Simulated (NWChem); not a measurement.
# Slater/STO-3G (density fitting with weigend coulomb fitting) run of CH5BN2 (SMILES NC1BN1)

What is the vertical singlet–triplet gap of CH5BN2 at Slater/STO-3G (density fitting with weigend coulomb fitting)? 

The results are computed with NWChem 7.3.0.

3 further runs of the same task are left out: 1 that didn't finish, 2 set aside as unsound or not needed.

## Step 1: The molecule

The species is CH5BN2 (9 atoms), meant as a singlet with charge 0. SMILES: `NC1BN1`. The shape is that of a PBE0-D4/def2-TZVP optimisation. This is one conformer, not always the lowest.

Bond lengths: N1–C2 1.431 Å, C2–B3 1.561 Å, C2–N4 1.467 Å, B3–N4 1.341 Å, N1–H5 1.010 Å, N1–H6 1.010 Å, C2–H7 1.092 Å, B3–H8 1.184 Å, N4–H9 1.004 Å. Some angles: N1–C2–B3 121.1°, N1–C2–N4 117.3°, B3–C2–N4 52.5°, C2–B3–N4 60.2°, C2–N4–B3 67.4°, N1–C2–H7 115.1°, B3–C2–H7 121.0°, N4–C2–H7 113.6°, C2–N1–H5 112.4°, C2–N1–H6 112.7°.

## Step 2: The charge distribution at Slater/STO-3G (density fitting with weigend coulomb fitting)

Contents of ch5bn2.nw:

```
start ch5bn2
title "CH5BN2 Slater"
memory total 2200 mb
geometry units angstroms noautosym nocenter noautoz
 N        0.142900       1.194400      -0.640600
 C       -0.364200      -0.077200      -0.222300
 B        0.591200      -1.194100       0.303200
 N       -0.130500      -0.469900       1.171500
 H        0.784000       1.117400      -1.417000
 H       -0.589900       1.842600      -0.892400
 H       -1.366400      -0.317200      -0.582700
 H        1.414200      -2.039000       0.194700
 H       -0.392800      -0.103200       2.068300
end
basis "ao basis" spherical bse
 * library STO-3G
end
basis "cd basis" spherical
 * library "weigend coulomb fitting"
end
dft
 xc slater
 grid fine
 convergence energy 1e-06
 noprint "final vectors analysis"
end
property
 dipole
 mulliken
 octupole
 efieldgrad
 efield
end
task dft property
```

Command:

```sh
$ nwchem ch5bn2.nw > ch5bn2.out
```

The log of the run:

```text
Northwest Computational Chemistry Package (NWChem) 7.3.0
             --------------------------------------------------------

           Job information
           ---------------

    nwchem branch   = 7.3.0
    use scalapack   = T
    input           = ch5bn2.nw
    prefix          = ch5bn2.
    data base       = ./ch5bn2.db
    status          = startup
    nproc           =        1

           Memory information
           ------------------

    heap     =     72089598 doubles =      550.0 Mbytes
    stack    =     72089595 doubles =      550.0 Mbytes
    global   =    144179200 doubles =     1100.0 Mbytes (distinct from heap & stack)
    total    =    288358393 doubles =     2200.0 Mbytes
    verify   = yes
    hardfail = no

           Directory information
           ---------------------

  0 permanent = .
  0 scratch   = .

                                NWChem Input Module
                                -------------------

                                   CH5BN2 Slater
                                   -------------

 Scaling coordinates for geometry "geometry" by  1.889725989
 (inverse scale =  0.529177249)

                             Geometry "geometry" -> ""
                             -------------------------

 Output coordinates in angstroms (scale by  1.889725989 to convert to a.u.)

  No.       Tag          Charge          X              Y              Z
 ---- ---------------- ---------- -------------- -------------- --------------
    1 N                    7.0000     0.14290000     1.19440000    -0.64060000
    2 C                    6.0000    -0.36420000    -0.07720000    -0.22230000
    3 B                    5.0000     0.59120000    -1.19410000     0.30320000
[... 5 lines of this table left out ...]
    9 H                    1.0000    -0.39280000    -0.10320000     2.06830000

      Atomic Mass
      -----------

      N                 14.003070
      C                 12.000000
      B                 11.009310
      H                  1.007825

 Effective nuclear repulsion energy (a.u.)     109.4483516435

            Nuclear Dipole moment (a.u.)
            ----------------------------
        X                 Y               Z
 ---------------- ---------------- ----------------
     1.3354693561    -1.6281879118     6.1782701471

            XYZ format geometry
            -------------------
     9
 geometry
 N                     0.14290000     1.19440000    -0.64060000
 C                    -0.36420000    -0.07720000    -0.22230000
 B                     0.59120000    -1.19410000     0.30320000
[... 5 lines of this table left out ...]
 H                    -0.39280000    -0.10320000     2.06830000

 ==============================================================================
                                internuclear distances
 ------------------------------------------------------------------------------
       center one      |      center two      | atomic units |  angstroms
 ------------------------------------------------------------------------------
    2 C                |   1 N                |     2.70508  |     1.43146
    3 B                |   2 C                |     2.94967  |     1.56090
    4 N                |   2 C                |     2.77185  |     1.46680
[... 5 lines of this table left out ...]
    9 H                |   4 N                |     1.89682  |     1.00375
 ------------------------------------------------------------------------------
                         number of included internuclear distances:          9
 ==============================================================================

 ==============================================================================
                                 internuclear angles
 ------------------------------------------------------------------------------
        center 1       |       center 2       |       center 3       |  degrees
 ------------------------------------------------------------------------------
    2 C                |   1 N                |   5 H                |   112.45
    2 C                |   1 N                |   6 H                |   112.70
    5 H                |   1 N                |   6 H                |   108.53
    1 N                |   2 C                |   3 B                |   121.14
    1 N                |   2 C                |   4 N                |   117.33
    1 N                |   2 C                |   7 H                |   115.09
    2 C                |   4 N                |   3 B                |    67.37
    3 B                |   2 C                |   7 H                |   121.05
    4 N                |   2 C                |   7 H                |   113.65
    3 B                |   4 N                |   2 C                |    67.37
    2 C                |   3 B                |   8 H                |   154.81
    4 N                |   3 B                |   8 H                |   144.91
    2 C                |   4 N                |   3 B                |    67.37
    2 C                |   4 N                |   9 H                |   135.20
    3 B                |   4 N                |   9 H                |   156.38
 ------------------------------------------------------------------------------
                            number of included internuclear angles:         15
 ==============================================================================

 Summary of "ao basis" -> "" (spherical)
 ------------------------------------------------------------------------------
       Tag                 Description            Shells   Functions and Types
 ---------------- ------------------------------  ------  ---------------------
[... 14 lines left out ...]
  convergence criterion.
[... 43 lines left out ...]
  convergence criterion.
[... 18 lines left out ...]
          Convergence on energy requested:  1.00D-07
          Convergence on density requested:  1.00D-05
          Convergence on gradient requested:  5.00D-04
[... 18 lines left out ...]
          Spatial weights used:  Erf1
[... 1 line left out ...]
          Convergence Information
[... 1 line left out ...]
          Convergence aids based upon iterative change in
          total energy or number of iterations.
[... 57 lines left out ...]
   convergence    iter        energy       DeltaE   RMS-Dens  Diis-err    time
[... 13 lines left out ...]
         Total DFT energy =     -169.683846332211
      One electron energy =     -451.166133106117
           Coulomb energy =      193.799140217525
    Exchange-Corr. energy =      -21.765205087138
 Nuclear repulsion energy =      109.448351643518
[... 27 lines left out ...]
          Dipole Moment
[... 5 lines left out ...]
   Dipole moment        0.5447251059 A.U.
[... 3 lines left out ...]
   -EFC- dipole         0.0000000000 A.U.
   Total dipole         0.5447251059 A.U.
[... 1 line left out ...]
   Dipole moment        1.3845635792 Debye(s)
[... 3 lines left out ...]
   -EFC- dipole         0.0000000000 DEBYE(S)
   Total dipole         1.3845635792 DEBYE(S)
[... 170 lines left out ...]
        0.655130       0.106631       0.747953
       -0.593299      -0.540322       0.596699
       -0.467762       0.834675       0.290717

 ------------------------------------------------------------
   Atom      X         Y         Z
 ------------------------------------------------------------
    3 B    1.11721  -2.25652   0.57296
 ------------------------------------------------------------

 Electric field gradient in molecular frame (a.u.)
         XX             YY             ZZ             XY             XZ             YZ
 ------------------------------------------------------------------------------------------
       -0.074544      -0.069707       0.144250      -0.083676       0.051838      -0.044328

 Principal components (a.u.) and orientation
 of principal axis w.r.t. absolute frame                      Asymmetry parameter eta
 --------------------------------------------------------------------------------------
        0.172955      -0.155981      -0.016973                       0.803724

        0.282913       0.723541      -0.629641
       -0.265900       0.689896       0.673306
        0.921552      -0.023065       0.387570

 ------------------------------------------------------------
   Atom      X         Y         Z
 ------------------------------------------------------------
    4 N   -0.24661  -0.88798   2.21381
 ------------------------------------------------------------

 Electric field gradient in molecular frame (a.u.)
         XX             YY             ZZ             XY             XZ             YZ
 ------------------------------------------------------------------------------------------
        0.502811       0.280005      -0.782815       0.325398       0.185594      -0.160820

 Principal components (a.u.) and orientation
 of principal axis w.r.t. absolute frame                      Asymmetry parameter eta
 --------------------------------------------------------------------------------------
       -0.848522       0.737647       0.110875                       0.738663

       -0.178134       0.820912      -0.542560
        0.188978       0.569656       0.799862
        0.965689       0.039951      -0.256610

 ------------------------------------------------------------
   Atom      X         Y         Z
 ------------------------------------------------------------
    5 H    1.48155   2.11158  -2.67774
 ------------------------------------------------------------

 Electric field gradient in molecular frame (a.u.)
         XX             YY             ZZ             XY             XZ             YZ
 ------------------------------------------------------------------------------------------
       -0.052618       0.193835      -0.141217       0.046255       0.327567      -0.019353

 Principal components (a.u.) and orientation
 of principal axis w.r.t. absolute frame                      Asymmetry parameter eta
 --------------------------------------------------------------------------------------
       -0.430714       0.243989       0.186725                       0.132951

       -0.658114       0.700248      -0.276656
        0.071965       0.424266       0.902674
        0.749471       0.574153      -0.329609

 ------------------------------------------------------------
   Atom      X         Y         Z
 ------------------------------------------------------------
    6 H   -1.11475   3.48201  -1.68639
 ------------------------------------------------------------

 Electric field gradient in molecular frame (a.u.)
         XX             YY             ZZ             XY             XZ             YZ
 ------------------------------------------------------------------------------------------
       -0.129822      -0.054794       0.184616       0.300338      -0.087297       0.116016

 Principal components (a.u.) and orientation
 of principal axis w.r.t. absolute frame                      Asymmetry parameter eta
 --------------------------------------------------------------------------------------
       -0.428068       0.242698       0.185370                       0.133924

        0.723253       0.315153       0.614479
       -0.652355       0.603731       0.458193
        0.226579       0.732248      -0.642242

 ------------------------------------------------------------
   Atom      X         Y         Z
 ------------------------------------------------------------
    7 H   -2.58212  -0.59942  -1.10114
 ------------------------------------------------------------

 Electric field gradient in molecular frame (a.u.)
         XX             YY             ZZ             XY             XZ             YZ
 ------------------------------------------------------------------------------------------
       -0.230134       0.129122       0.101012      -0.095332      -0.141547      -0.020897

 Principal components (a.u.) and orientation
 of principal axis w.r.t. absolute frame                      Asymmetry parameter eta
 --------------------------------------------------------------------------------------
       -0.303987       0.165148       0.138838                       0.086549

        0.917738      -0.389645      -0.077025
        0.218022       0.656299      -0.722315
        0.331998       0.646103       0.687262

 ------------------------------------------------------------
   Atom      X         Y         Z
 ------------------------------------------------------------
    8 H    2.67245  -3.85315   0.36793
 ------------------------------------------------------------

 Electric field gradient in molecular frame (a.u.)
         XX             YY             ZZ             XY             XZ             YZ
 ------------------------------------------------------------------------------------------
       -0.046483      -0.054922       0.101405       0.142592       0.021075      -0.021161

 Principal components (a.u.) and orientation
 of principal axis w.r.t. absolute frame                      Asymmetry parameter eta
 --------------------------------------------------------------------------------------
       -0.196352       0.104412       0.091940                       0.063518

       -0.693188       0.091276       0.714954
        0.713815      -0.050401       0.698518
        0.099792       0.994549      -0.030217

 ------------------------------------------------------------
   Atom      X         Y         Z
 ------------------------------------------------------------
    9 H   -0.74228  -0.19502   3.90852
 ------------------------------------------------------------

 Electric field gradient in molecular frame (a.u.)
         XX             YY             ZZ             XY             XZ             YZ
 ------------------------------------------------------------------------------------------
        0.183436       0.136617      -0.320052       0.072838       0.160492      -0.220323

 Principal components (a.u.) and orientation
 of principal axis w.r.t. absolute frame                      Asymmetry parameter eta
 --------------------------------------------------------------------------------------
       -0.457409       0.236533       0.220876                       0.034231

       -0.264987       0.806642      -0.528310
        0.363713       0.591039       0.719990
        0.893025      -0.001365      -0.450004

 Task  times  cpu:        1.2s     wall:        1.2s
 Total times  cpu:        1.2s     wall:        1.2s
```

It took 1.7 s on 1 thread of INTEL XEON PLATINUM 8581C at 2.10GHz (Emerald Rapids), shared host; peak memory 0.12 GiB.

Atomic charges (e):

```tsv
atom	Mulliken
N1	-0.409
C2	-0.036
B3	+0.137
N4	-0.324
H5	+0.183
H6	+0.175
H7	+0.066
H8	-0.017
H9	+0.225
```

[end of part 1 of 2]
